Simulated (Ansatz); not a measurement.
# AlFH3NSi: shift of H5 from Si2 to N3, part 2 of 2

How high is the barrier for the shift of H5 from Si2 to N3? Relax the two ends, then run a nudged elastic band between them. SMILES of the start: F[SiH]1[NH][AlH]1.

Ansatz 0.2.0; RKS PBE0/def2-SVP. The steps go on from the part before.

**8. Another band, settings changed**

crystal.atoms is end A as relaxed above, and neb.final_atoms is end B, turned to lie on A. With 7 inner images the band has 9 in all. The start path is listed, through a guess of the saddle.

Input file input.yaml:

```yaml
crystal:
  periodic: [false, false, false]
  atoms:
    - { symbol: F, position_ang: [-1.360816, -1.870934, 0.240567] }
    - { symbol: Si, position_ang: [-0.282817, -0.873571, -0.479052] }
    - { symbol: "N", position_ang: [0.62588, 0.145441, 0.61919] }
    - { symbol: Al, position_ang: [-0.30242, 1.413542, -0.256412] }
    - { symbol: H, position_ang: [0.505467, -1.796397, -1.349563] }
    - { symbol: H, position_ang: [1.300424, -0.07448, 1.348369] }
    - { symbol: H, position_ang: [-0.424618, 2.988301, -0.1687] }
basis:
  gaussian: { orbitals: def2-SVP }
hamiltonian:
  xc: pbe0
neb:
  order_check: false
  images: 7
  f_tol: 0.05
  max_iterations: 60
  spring: 50.0
  final_atoms:
    - { symbol: F, position_ang: [-1.51151368, -0.27504986, 0.76946035] }
    - { symbol: Si, position_ang: [-0.78768294, -1.4465616, -0.64612119] }
    - { symbol: "N", position_ang: [0.80751532, -0.43319887, 0.00965389] }
    - { symbol: Al, position_ang: [-0.62757149, 0.85698469, -0.41280696] }
    - { symbol: H, position_ang: [1.59204735, -0.47886338, -0.64291531] }
    - { symbol: H, position_ang: [1.15808022, -0.68869715, 0.93598235] }
    - { symbol: H, position_ang: [-0.56977479, 2.39728817, -0.05885413] }
  initial_path:
    images:
      - { positions_ang: [[-1.360816, -1.870934, 0.240567], [-0.282817, -0.873571, -0.479052], [0.62588, 0.145441, 0.61919], [-0.30242, 1.413542, -0.256412], [0.505467, -1.796397, -1.349563], [1.300424, -0.07448, 1.348369], [-0.424618, 2.988301, -0.1687]] }
      - { positions_ang: [[-1.35372524, -1.87398149, 0.31660101], [-0.34595178, -0.8813265, -0.50408873], [0.69281957, 0.06666388, 0.50991793], [-0.26885667, 1.39360366, -0.19921532], [0.56411387, -1.56776589, -1.24182516], [1.20275433, -0.15822634, 1.31196185], [-0.43005407, 2.95293469, -0.23895258]] }
      - { positions_ang: [[-1.34663449, -1.87702898, 0.39263502], [-0.40908657, -0.889082, -0.52912546], [0.75975913, -0.01211323, 0.40064586], [-0.23529334, 1.37366532, -0.14201863], [0.62276073, -1.33913479, -1.13408732], [1.10508467, -0.24197269, 1.27555469], [-0.43549014, 2.91756837, -0.30920516]] }
      - { positions_ang: [[-1.33954373, -1.88007647, 0.46866904], [-0.47222135, -0.89683751, -0.55416219], [0.8266987, -0.09089035, 0.2913738], [-0.20173001, 1.35372698, -0.08482195], [0.6814076, -1.11050368, -1.02634948], [1.007415, -0.32571903, 1.23914754], [-0.4409262, 2.88220206, -0.37945775]] }
      - { positions_ang: [[-1.33245298, -1.88312396, 0.54470305], [-0.53535614, -0.90459301, -0.57919893], [0.89363826, -0.16966747, 0.18210173], [-0.16816668, 1.33378864, -0.02762526], [0.74005447, -0.88187257, -0.91861164], [0.90974533, -0.40946537, 1.20274038], [-0.44636227, 2.84683574, -0.44971033]] }
      - { positions_ang: [[-1.37721815, -1.48110544, 0.60089237], [-0.59843784, -1.04008516, -0.59592949], [0.87210753, -0.23555032, 0.13898977], [-0.28301788, 1.21458765, -0.12392069], [0.95305269, -0.78112027, -0.84968756], [0.97182905, -0.47927332, 1.13605088], [-0.4772154, 2.73444885, -0.35199628]] }
      - { positions_ang: [[-1.42198333, -1.07908691, 0.6570817], [-0.66151954, -1.1755773, -0.61266006], [0.85057679, -0.30143317, 0.09587781], [-0.39786908, 1.09538667, -0.22021611], [1.16605091, -0.68036797, -0.78076348], [1.03391278, -0.54908126, 1.06936137], [-0.50806853, 2.62206195, -0.25428223]] }
      - { positions_ang: [[-1.4667485, -0.67706838, 0.71327102], [-0.72460124, -1.31106945, -0.62939063], [0.82904605, -0.36731602, 0.05276585], [-0.51272028, 0.97618568, -0.31651153], [1.37904913, -0.57961568, -0.7118394], [1.0959965, -0.61888921, 1.00267186], [-0.53892166, 2.50967506, -0.15656818]] }
      - { positions_ang: [[-1.51151368, -0.27504986, 0.76946035], [-0.78768294, -1.4465616, -0.64612119], [0.80751532, -0.43319887, 0.00965389], [-0.62757149, 0.85698469, -0.41280696], [1.59204735, -0.47886338, -0.64291531], [1.15808022, -0.68869715, 0.93598235], [-0.56977479, 2.39728817, -0.05885413]] }
```

Started as:

```console
> ansatz run input.yaml --threads 1 --pin off --max-ram 2048MiB --backend cpu --events-out ev --progress --plain --runs-dir out
```

Log, cut to the lines that bear on the results:

```text
Warning: RAYON_NUM_THREADS=1 ignored (pool sized by the plan → 1); use --threads N
[...]
Functional definition: PBE0
[...]
798 factors; integrals over basis functions are off by at most 3.8e-4 eV
[...]
mean field -18713.10870713 eV, -687.6940607863 hartree, gradient 5.4e-5 eV, S^2 0.000000; 0 other end points of the search recorded, 0 dependent functions left out
[...]
reference -18713.10873561 eV, -687.6940618329 hartree; 23, 23 occupied and 56, 56 virtual orbitals, 798 factors
[...]
Atom 3 at    -0.286037     1.260286    -0.367624 Å, force    -0.001977    -0.008077    -0.013034 eV/Å
Atom 4 at     0.895229    -1.167523    -0.539460 Å, force     0.005059    -0.005766     0.001955 eV/Å
Atom 5 at     1.496609    -0.286195     0.941058 Å, force     0.004519    -0.012591    -0.001886 eV/Å
Atom 6 at    -0.534011     2.779087    -0.046546 Å, force    -0.002095     0.011670     0.003444 eV/Å
Dipole moment:     0.280172     0.367153    -0.026276 e Å
this run last wrote the band of iteration 11 to <dir>
```

It took 2.1 min on 1 thread of Intel Xeon 6975P-C (Granite Rapids), shared host; peak memory 0.16 GiB.

**9. What the band shows**

Images 0 and 8 are the ends. Energies count from image 0; the path length is the program's own measure over all atoms.

| image | path (Å) | energy (eV) | H5–Si2 (Å) | H5–N3 (Å) | band force (eV/Å) |
| --- | --- | --- | --- | --- | --- |
| 0 | 0.000 | 0.0000 | 1.49 | 2.77 | - |
| 1 | 0.541 | 0.2380 | 1.48 | 2.48 | 0.003 |
| 2 | 1.082 | 1.3680 | 1.46 | 2.00 | 0.018 |
| 3* | 1.622 | 2.6400 | 1.57 | 1.46 | 0.014 |
| 4 | 2.196 | 1.5096 | 2.05 | 1.04 | 0.026 |
| 5 | 2.769 | 1.0993 | 2.37 | 1.02 | 0.011 |
| 6 | 3.343 | 0.9443 | 2.55 | 1.02 | 0.009 |
| 7 | 3.916 | 0.9105 | 2.59 | 1.02 | 0.027 |
| 8 | 4.489 | 0.7284 | 2.57 | 1.02 | - |

The star marks the climbing image.

image, energy (eV) and a bar:
```
        0      0.000 
        1      0.238 ###
        2      1.368 ################
        3      2.640 ##############################
        4      1.510 #################
        5      1.099 ############
        6      0.944 ###########
        7      0.911 ##########
        8      0.728 ########
```

**10. Another band, settings changed**

crystal.atoms is end A as relaxed above, and neb.final_atoms is end B, turned to lie on A. With 7 inner images the band has 9 in all. The start path is listed, through a guess of the saddle.

input.yaml, as its differences from that of step 8:

```diff
@@ -19,3 +19,4 @@
   max_iterations: 60
-  spring: 50.0
+  max_displacement: 0.5
+  optimiser: fire
   final_atoms:
```

Started as:

```console
> ansatz run input.yaml --threads 1 --pin off --max-ram 2048MiB --backend cpu --events-out ev --progress --plain --runs-dir out
```

Log, cut to the lines that bear on the results:

```text
Warning: RAYON_NUM_THREADS=1 ignored (pool sized by the plan → 1); use --threads N
[...]
Functional definition: PBE0
[...]
798 factors; integrals over basis functions are off by at most 3.8e-4 eV
[...]
mean field -18713.10870713 eV, -687.6940607863 hartree, gradient 5.4e-5 eV, S^2 0.000000; 0 other end points of the search recorded, 0 dependent functions left out
[...]
reference -18713.10873561 eV, -687.6940618329 hartree; 23, 23 occupied and 56, 56 virtual orbitals, 798 factors
[...]
NEB iter  10: max|band force component| = 1.008e0 eV/Å  barrier→ = 2.9173 eV  barrier← = 2.1889 eV  Δτ_max = 0.0168 Å  (198 SCF iters)
[...]
NEB iter  13: max|band force component| = 6.726e-1 eV/Å  barrier→ = 2.8704 eV  barrier← = 2.1420 eV  Δτ_max = 0.0564 Å  (200 SCF iters)
NEB iter  14: max|band force component| = 5.091e-1 eV/Å  barrier→ = 2.8455 eV  barrier← = 2.1170 eV  Δτ_max = 0.0607 Å  (197 SCF iters)
NEB iter  15: max|band force component| = 7.002e-1 eV/Å  barrier→ = 2.7973 eV  barrier← = 2.0688 eV  Δτ_max = 0.0617 Å  (198 SCF iters)
```

**11. The log goes on: band between the two ends**

Output, continued, cut to the lines that bear on the results:

```text
NEB iter  16: max|band force component| = 5.502e-1 eV/Å  barrier→ = 2.7077 eV  barrier← = 1.9793 eV  Δτ_max = 0.0740 Å  (195 SCF iters)
[...]
NEB iter  26: max|band force component| = 3.713e-1 eV/Å  barrier→ = 2.6679 eV  barrier← = 1.9395 eV  CI = image 4  Δτ_max = 0.0084 Å  (177 SCF iters)
[...]
NEB iter  36: max|band force component| = 1.960e-1 eV/Å  barrier→ = 2.6583 eV  barrier← = 1.9299 eV  CI = image 4  Δτ_max = 0.0051 Å  (156 SCF iters)
[...]
Atom 3 at    -0.287366     1.266536    -0.379933 Å, force     0.006562    -0.006999    -0.001873 eV/Å
Atom 4 at     0.894727    -1.150348    -0.555115 Å, force     0.004615    -0.004966     0.030934 eV/Å
Atom 5 at     1.460399    -0.306125     0.956832 Å, force     0.026891     0.016758    -0.011193 eV/Å
Atom 6 at    -0.489205     2.796772    -0.070867 Å, force    -0.017634    -0.015667     0.014066 eV/Å
Dipole moment:     0.275212     0.366655    -0.019720 e Å
this run last wrote the band of iteration 55 to <dir>
```

Wall time 8.4 min (1 thread of Intel Xeon 6975P-C (Granite Rapids), shared host); peak memory 0.17 GiB.

**12. What the band shows**

Images 0 and 8 are the ends. Energies count from image 0; the path length is the program's own measure over all atoms.

| image | path (Å) | energy (eV) | H5–Si2 (Å) | H5–N3 (Å) | band force (eV/Å) |
| --- | --- | --- | --- | --- | --- |
| 0 | 0.000 | 0.0000 | 1.49 | 2.77 | - |
| 1 | 0.405 | 0.1300 | 1.48 | 2.56 | 0.022 |
| 2 | 0.807 | 0.6841 | 1.47 | 2.24 | 0.039 |
| 3 | 1.206 | 1.8101 | 1.47 | 1.86 | 0.034 |
| 4* | 1.604 | 2.6424 | 1.57 | 1.45 | 0.030 |
| 5 | 2.301 | 1.3663 | 2.14 | 1.03 | 0.045 |
| 6 | 3.001 | 0.9730 | 2.50 | 1.02 | 0.040 |
| 7 | 3.700 | 0.9354 | 2.57 | 1.02 | 0.029 |
| 8 | 4.404 | 0.7284 | 2.57 | 1.02 | - |

The star marks the climbing image.

image, energy (eV) and a bar:
```
        0      0.000 
        1      0.130 #
        2      0.684 ########
        3      1.810 #####################
        4      2.642 ##############################
        5      1.366 ################
        6      0.973 ###########
        7      0.935 ###########
        8      0.728 ########
```

**13. Dynamics from the top**

It starts at the highest inner image of the first converged band: 200 steps of 0.5 fs at constant energy, with velocities drawn for 300 K.

Input file input.yaml:

```yaml
crystal:
  periodic: [false, false, false]
  atoms:
    - { symbol: F, position_ang: [-1.668229, -1.639088, 0.424256] }
    - { symbol: Si, position_ang: [-0.657803, -1.05914, -0.741527] }
    - { symbol: "N", position_ang: [0.813605, 0.042219, 0.269033] }
    - { symbol: Al, position_ang: [-0.284907, 1.262674, -0.360418] }
    - { symbol: H, position_ang: [0.894576, -1.164302, -0.543488] }
    - { symbol: H, position_ang: [1.497722, -0.291162, 0.939772] }
    - { symbol: H, position_ang: [-0.533864, 2.780702, -0.03323] }
basis:
  gaussian: { orbitals: def2-SVP }
hamiltonian:
  xc: pbe0
md:
  timestep: 0.5
  n_steps: 200
  ensemble: nve
  temperature: 300.0
  initial_velocities: maxwell_boltzmann
  seed: 11072
```

Started as:

```console
> ansatz run input.yaml --threads 1 --pin off --max-ram 2048MiB --backend cpu --events-out ev --progress --plain --runs-dir out
```

Log, cut to the lines that bear on the results:

```text
Warning: RAYON_NUM_THREADS=1 ignored (pool sized by the plan → 1); use --threads N
[...]
Functional definition: PBE0
[...]
802 factors; integrals over basis functions are off by at most 4.9e-4 eV
[...]
mean field -18710.46874865 eV, -687.5970441017 hartree, gradient 1.5e-5 eV, S^2 0.000000; 0 other end points of the search recorded, 0 dependent functions left out
[...]
reference -18710.46877640 eV, -687.5970451213 hartree; 23, 23 occupied and 56, 56 virtual orbitals, 802 factors
[...]
md step    72: t =    36.00 fs  T =  1930.8 K  F+E_penalty+E_count = -18711.52241660 eV  E_kin = 1.247876 eV  conserved = -18710.27454035 eV  (27 SCF iters)
[...]
md step    96: t =    48.00 fs  T =  2559.8 K  F+E_penalty+E_count = -18711.93027568 eV  E_kin = 1.654402 eV  conserved = -18710.27587323 eV  (26 SCF iters)
md step    97: t =    48.50 fs  T =  2533.1 K  F+E_penalty+E_count = -18711.91294560 eV  E_kin = 1.637152 eV  conserved = -18710.27579314 eV  (26 SCF iters)
```

**14. More of the same log: dynamics from the highest image of the converged band**

Output, continued, cut to the lines that bear on the results:

```text
md step    98: t =    49.00 fs  T =  2491.1 K  F+E_penalty+E_count = -18711.88565565 eV  E_kin = 1.609966 eV  conserved = -18710.27568979 eV  (26 SCF iters)
[...]
md step   123: t =    61.50 fs  T =  1245.7 K  F+E_penalty+E_count = -18711.07996754 eV  E_kin = 0.805112 eV  conserved = -18710.27485544 eV  (28 SCF iters)
[...]
Atom 3 at    -0.230671     1.523050    -0.424269 Å, force     1.187583    -3.826105     0.259873 eV/Å
Atom 4 at    -0.056188    -2.285983    -0.963509 Å, force     0.118126     0.699708    -1.208553 eV/Å
Atom 5 at     1.316152    -0.695404     0.833291 Å, force     0.395617     0.854596    -0.004281 eV/Å
Atom 6 at    -0.418928     2.967194    -1.132666 Å, force     0.281736    -0.304600     0.575304 eV/Å
Dipole moment:     0.233241     0.880389    -0.040879 e Å
```

Wall time 4.5 min (1 thread of Intel Xeon 6975P-C (Granite Rapids), shared host); peak memory 0.16 GiB.

**15. The trajectory**

The trajectory, every 8 steps (energies from step 0):

| time (fs) | T (K) | potential energy change (meV/atom) | total energy change (meV/atom) | H5–Si2 (Å) | H5–N3 (Å) |
| --- | --- | --- | --- | --- | --- |
| 0.0 | 300 | 0.0 | 0.00 | 1.57 | 1.46 |
| 4.0 | 221 | 7.4 | 0.04 | 1.52 | 1.46 |
| 8.0 | 239 | 5.7 | 0.06 | 1.53 | 1.55 |
| 12.0 | 745 | -40.9 | 0.11 | 1.54 | 1.80 |
| 16.0 | 2093 | -165.7 | -0.11 | 1.54 | 2.27 |
| 20.0 | 2758 | -227.2 | -0.17 | 1.64 | 2.86 |
| 24.0 | 2488 | -202.1 | -0.03 | 1.74 | 3.29 |
| 28.0 | 2564 | -209.1 | -0.07 | 1.70 | 3.40 |
| 32.0 | 2612 | -213.6 | -0.19 | 1.51 | 3.22 |
| 36.0 | 1931 | -150.5 | 0.05 | 1.44 | 3.05 |
| 40.0 | 1827 | -141.0 | 0.01 | 1.56 | 3.03 |
| 44.0 | 2238 | -179.0 | -0.05 | 1.60 | 2.93 |
| 48.0 | 2560 | -208.8 | -0.14 | 1.51 | 2.69 |
| 52.0 | 2020 | -158.9 | -0.06 | 1.50 | 2.51 |
| 56.0 | 1190 | -82.1 | 0.05 | 1.58 | 2.48 |
| 60.0 | 1064 | -70.5 | 0.03 | 1.56 | 2.50 |
| 64.0 | 1672 | -126.6 | 0.02 | 1.46 | 2.57 |
| 68.0 | 2751 | -226.5 | -0.12 | 1.49 | 2.76 |
| 72.0 | 3262 | -273.7 | -0.17 | 1.60 | 2.96 |
| 76.0 | 2733 | -224.7 | -0.12 | 1.57 | 2.96 |
| 80.0 | 1822 | -140.5 | 0.02 | 1.44 | 2.81 |
| 84.0 | 1762 | -135.1 | -0.04 | 1.45 | 2.78 |
| 88.0 | 2138 | -169.8 | -0.09 | 1.58 | 2.86 |
| 92.0 | 2210 | -176.4 | -0.09 | 1.61 | 2.87 |
| 96.0 | 1889 | -146.8 | -0.08 | 1.56 | 2.78 |
| 100.0 | 1250 | -87.7 | 0.03 | 1.53 | 2.65 |

time (fs), T (K) and a bar:
```
      0.0        300 #
      4.5        213 
      8.5        260 
     13.0       1033 #########
     17.5       2513 ########################
     21.5       2685 ##########################
     26.0       2451 #######################
     30.5       2700 ##########################
     35.0       2062 ###################
     39.0       1811 #################
     43.5       2164 ####################
     48.0       2560 ########################
     52.0       2020 ###################
     56.5       1116 #########
     61.0       1177 ##########
     65.0       1898 ##################
     69.5       3086 ##############################
     74.0       3092 ##############################
     78.5       2153 ####################
     82.5       1626 ###############
     87.0       2078 ###################
     91.5       2216 #####################
     95.5       1958 ##################
    100.0       1250 ###########
```

The last frame stands with the bonds of end A.

**16. A trajectory let go at the top**

It starts at the highest inner image of the first converged band: 200 steps of 0.5 fs at constant energy, with velocities drawn for 100 K.

input.yaml, as its differences from that of step 13:

```diff
@@ -18,4 +18,4 @@
   ensemble: nve
-  temperature: 300.0
+  temperature: 100.0
   initial_velocities: maxwell_boltzmann
-  seed: 11072
+  seed: 11073
```

Started as:

```console
> ansatz run input.yaml --threads 1 --pin off --max-ram 2048MiB --backend cpu --events-out ev --progress --plain --runs-dir out
```

Log, cut to the lines that bear on the results:

```text
Warning: RAYON_NUM_THREADS=1 ignored (pool sized by the plan → 1); use --threads N
[...]
Functional definition: PBE0
[...]
802 factors; integrals over basis functions are off by at most 4.9e-4 eV
[...]
mean field -18710.46874865 eV, -687.5970441017 hartree, gradient 1.5e-5 eV, S^2 0.000000; 0 other end points of the search recorded, 0 dependent functions left out
[...]
reference -18710.46877640 eV, -687.5970451213 hartree; 23, 23 occupied and 56, 56 virtual orbitals, 802 factors
[...]
md step    96: t =    48.00 fs  T =  1246.8 K  F+E_penalty+E_count = -18711.21021651 eV  E_kin = 0.805823 eV  conserved = -18710.40439356 eV  (31 SCF iters)
md step    97: t =    48.50 fs  T =  1375.3 K  F+E_penalty+E_count = -18711.29470109 eV  E_kin = 0.888831 eV  conserved = -18710.40586962 eV  (29 SCF iters)
md step    98: t =    49.00 fs  T =  1491.5 K  F+E_penalty+E_count = -18711.37203216 eV  E_kin = 0.963933 eV  conserved = -18710.40809893 eV  (26 SCF iters)
```

**17. The log goes on: dynamics from the highest image of the converged band**

Output, continued, cut to the lines that bear on the results:

```text
md step    99: t =    49.50 fs  T =  1547.8 K  F+E_penalty+E_count = -18711.41074283 eV  E_kin = 1.000344 eV  conserved = -18710.41039854 eV  (29 SCF iters)
[...]
md step   124: t =    62.00 fs  T =   921.5 K  F+E_penalty+E_count = -18711.00082753 eV  E_kin = 0.595546 eV  conserved = -18710.40528181 eV  (30 SCF iters)
[...]
Atom 3 at    -0.484457     1.280403    -0.462289 Å, force     0.332630     2.359218     0.858504 eV/Å
Atom 4 at     1.605236    -0.111676     0.259913 Å, force     5.027114     1.660878    -0.710381 eV/Å
Atom 5 at     0.434055    -0.425207     1.226340 Å, force    -0.045930    -0.291450     0.570609 eV/Å
Atom 6 at     0.612293     2.076883     0.443860 Å, force    -0.100095     0.291102    -0.179398 eV/Å
Dipole moment:     0.394005     0.319936     0.114753 e Å
```

It took 4.7 min on 1 thread of Intel Xeon 6975P-C (Granite Rapids), shared host; peak memory 0.16 GiB.

**18. What the atoms did**

One step in 15; energies are changes from step 0:

| time (fs) | T (K) | potential energy change (meV/atom) | total energy change (meV/atom) | H5–Si2 (Å) | H5–N3 (Å) |
| --- | --- | --- | --- | --- | --- |
| 0.0 | 100 | 0.0 | 0.00 | 1.57 | 1.46 |
| 7.5 | 463 | -33.4 | 0.11 | 1.66 | 1.22 |
| 15.0 | 1509 | -130.4 | -0.29 | 2.12 | 1.14 |
| 22.5 | 1800 | -156.9 | 0.12 | 2.74 | 0.94 |
| 30.0 | 1443 | -125.1 | -1.05 | 3.22 | 1.03 |
| 37.5 | 587 | -44.8 | 0.20 | 3.51 | 1.17 |
| 45.0 | 1232 | -104.6 | -0.05 | 3.47 | 1.14 |
| 52.5 | 1464 | -126.7 | -0.76 | 3.11 | 0.95 |
| 60.0 | 1290 | -110.9 | -1.04 | 2.85 | 0.97 |
| 67.5 | 1036 | -86.4 | 0.01 | 2.67 | 1.12 |
| 75.0 | 1509 | -130.2 | -0.16 | 2.71 | 1.16 |
| 82.5 | 1948 | -171.3 | -0.63 | 2.73 | 1.01 |
| 90.0 | 1301 | -110.8 | 0.12 | 2.66 | 0.92 |
| 97.5 | 1052 | -88.4 | -0.50 | 2.70 | 1.02 |
| 100.0 | 1046 | -87.6 | -0.28 | 2.59 | 0.93 |

time (fs), T (K) and a bar:
```
      0.0        100 
      4.5        146 #
      8.5        697 ##########
     13.0       1374 #####################
     17.5       1287 ###################
     21.5       1794 ###########################
     26.0       1165 #################
     30.5       1344 ####################
     35.0        977 ##############
     39.0        988 ##############
     43.5       1459 ######################
     48.0       1247 ###################
     52.0       1262 ###################
     56.5        978 ##############
     61.0        894 #############
     65.0        893 #############
     69.5       1430 ######################
     74.0       1644 #########################
     78.5       1839 ############################
     82.5       1948 ##############################
     87.0       1430 ######################
     91.5       1310 ####################
     95.5        914 #############
    100.0       1046 ###############
```

Bonds that form or break, judged by distance (formed within 1.15 times the sum of covalent radii and held on average over 12 fs, broken when stretched by half; pairs already stretched at the start don't count as bonds):

| time (fs) | bond | event |
| --- | --- | --- |
| 9.0 | N3–H5 | forms |
| 15.5 | Si2–H5 | breaks |
| 85.5 | Si2–N3 | forms |

The last frame stands with a bonding of neither end.

**19. Summary of results**

The summary covers parts 1 to 2.

| quantity | value |
| --- | --- |
| end A | 10 moves, 1.285 eV lower |
| end B | 33 moves, 1.981 eV lower |
| first band: barrier forwards | 2.640 eV |
| first band: barrier backwards | 1.912 eV |
| first band: second end relative to first | +0.728 eV |
| first band: highest image | 3 of 0 to 8, climbing |
| first band: band iterations | 15 |
| imaginary modes at the top | 1487i cm⁻¹ |
| second band | top 2.640 eV above image 0, 11 iterations, 7 inner images |
| time, first and second band | 2.5 min and 2.1 min |
| third band | top 2.642 eV above image 0, 55 iterations, 7 inner images |
| time, first and third band | 2.5 min and 8.4 min |
| trajectory at 300 K, after 100 fs | with the bonds of end A, at 1250 K |
| trajectory at 100 K, after 100 fs | with a bonding of neither end, at 1046 K |

In words: In the first band: the barrier from the first end is 2.64 eV, 102 times kT at 300 K; with a typical attempt rate of 10^13 per second that is roughly 10^-31 events a second. The second end lies 0.73 eV above the first, so the way back costs 1.91 eV. By distance, end A alone has Si2–H5 and end B alone has F1–Al4, N3–H5. One imaginary mode, as a first-order saddle point has. The second band's top agrees with the first's to 1 meV, so the changed settings hardly move the height. The third band's top lies 2 meV above the first's, so the changed settings hardly move the height. These are electronic energies, with no zero-point or thermal terms. Tunnelling, which matters where hydrogen moves, is missing too.
